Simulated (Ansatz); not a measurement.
# BHOF2 (difluorohydroxyborane): PBE0/def2-SVPD

Aim: the electronic atomisation energy of BHOF2 (difluorohydroxyborane) at PBE0/def2-SVPD, from 5 runs. 

The results are computed with Ansatz 0.2.0.

63 further runs of the same task are left out: 63 set aside as unsound or not needed.

### 1 The system as given

BHOF2: 5 atoms, total charge 0, spin state singlet. SMILES: `OB(F)F`. Geometry: relaxed at PBE0-D4/def2-TZVP.

Bond lengths: O1–B2 1.345 Å, B2–F3 1.317 Å, B2–F4 1.327 Å, O1–H5 0.960 Å. Angles: O1–B2–F3 119.5°, O1–B2–F4 122.2°, F3–B2–F4 118.3°, B2–O1–H5 113.5°.

### 2 A single-point energy at PBE0/def2-SVPD

Input file job.yaml:

```yaml
crystal:
  periodic: [false, false, false]
  atoms:
    - symbol: O
      position_ang: [0.038630, 1.000750, 0.174310]
    - symbol: B
      position_ang: [0.105760, -0.342460, 0.137210]
    - symbol: F
      position_ang: [0.731030, -0.986880, 1.100700]
    - symbol: F
      position_ang: [-0.439530, -1.051930, -0.843330]
    - symbol: H
      position_ang: [-0.435890, 1.380520, -0.568880]
basis:
  gaussian:
    orbitals: def2-SVPD
hamiltonian:
  xc: {name: PBE0}
accuracy: high
output: {orbitals: {seedname: orbitals}}
```

Started as:

```bash
$ ansatz run job.yaml --threads 1 --pin off --max-ram 3480MiB --events-out events.jsonl --progress --plain --runs-dir runs
```

Log:

```text
Warning: RAYON_NUM_THREADS=1 ignored (pool sized by the plan → 1); use --threads N
Functional definition: PBE0
  name "PBE0"
  parameter a = 0.25
  parameter kappa = 0.804
  parameter beta = 0.06672455060314922
  exchange = (1 - a)*pbe_x(kappa = kappa, mu = beta*pi^2/3) + a*exact_x
  correlation = pbe_c(beta = beta)
1902 factors; integrals over basis functions are off by at most 3.2e-9 eV
mean field evaluation 1: about -8159.4899 eV, gradient 5.5e1 eV
mean field evaluation 2: about -8154.5935 eV, gradient 7.7e1 eV
mean field evaluation 4: about -8164.1981 eV, gradient 2.6e0 eV
mean field evaluation 8: about -8164.2091 eV, gradient 4.4e-2 eV
mean field evaluation 16: about -8164.2092 eV, gradient 9.9e-7 eV
mean field -8164.20915144 eV, -300.0291524156 hartree, gradient 1.8e-8 eV, S^2 0.000000; 0 other end points of the search recorded, 0 dependent functions left out
reference -8164.20915405 eV, -300.0291525116 hartree; 16, 16 occupied and 81, 81 virtual orbitals, 1902 factors
Total energy: -8164.20915405 eV, -300.0291525116 hartree
```

Wall time 5.1 s (1 thread of Arm Neoverse V2, shared host); peak memory 0.27 GiB.

### 3 The B atom, same level

Input file in.yaml:

```yaml
crystal:
  periodic: [false, false, false]
  atoms:
    - {symbol: B, position_ang: [0.000000, 0.000000, 0.000000]}
basis:
  gaussian: {orbitals: def2-SVPD}
accuracy: high
hamiltonian: {xc: pbe0}
magnetization: {spin_polarized: true, initial_magnetization: 1}
```

Run the same way, it converges to -24.58990 Eh (log not shown).

### 4 The F atom, same level

Input file run.yaml:

```yaml
crystal:
  periodic: [false, false, false]
  atoms:
    - symbol: F
      position_ang: [0.000000, 0.000000, 0.000000]
basis:
  gaussian: {orbitals: def2-SVPD}
magnetization: {spin_polarized: true, initial_magnetization: 1}
hamiltonian: {xc: pbe0}
accuracy: high
```

Run the same way, it converges to -99.55958 Eh (log not shown).

### 5 The H atom at the same level

Input file molecule.yaml:

```yaml
crystal:
  periodic: [false, false, false]
  atoms:
    - {symbol: H, position_ang: [0.000000, 0.000000, 0.000000]}
basis:
  gaussian:
    orbitals: def2-SVPD
magnetization:
  spin_polarized: true
  initial_magnetization: 1
hamiltonian:
  xc: pbe0
accuracy: high
```

Run the same way, it converges to -0.50029 Eh (log not shown).

### 6 The O atom

Input file in.yaml:

```yaml
crystal:
  periodic: [false, false, false]
  atoms:
    - symbol: O
      position_ang: [0.000000, 0.000000, 0.000000]
basis:
  gaussian: {orbitals: def2-SVPD}
hamiltonian: {xc: {name: PBE0}}
magnetization: {spin_polarized: true, initial_magnetization: 2}
total_charge: 0
accuracy: high
```

Run the same way, it converges to -74.93194 Eh (log not shown).

### 7 Results

At PBE0/def2-SVPD:

| quantity | value |
| --- | --- |
| molecule: total energy | -300.02915 Eh |
| molecule: HOMO energy | -10.90 eV |
| molecule: LUMO energy | -0.16 eV |
| molecule: HOMO–LUMO gap | 10.74 eV |
| B atom: total energy | -24.58990 Eh |
| B atom: ⟨S²⟩ | 0.754 |
| F atom: total energy | -99.55958 Eh |
| F atom: ⟨S²⟩ | 0.752 |
| H atom: total energy | -0.50029 Eh |
| H atom: ⟨S²⟩ | 0.750 |
| O atom: total energy | -74.93194 Eh |
| O atom: ⟨S²⟩ | 2.004 |
| electronic atomisation energy | 24.160 eV |

In words: Taking the molecule apart into free atoms costs 24.16 eV (557 kcal/mol), before zero-point energy and without spin-orbit coupling.
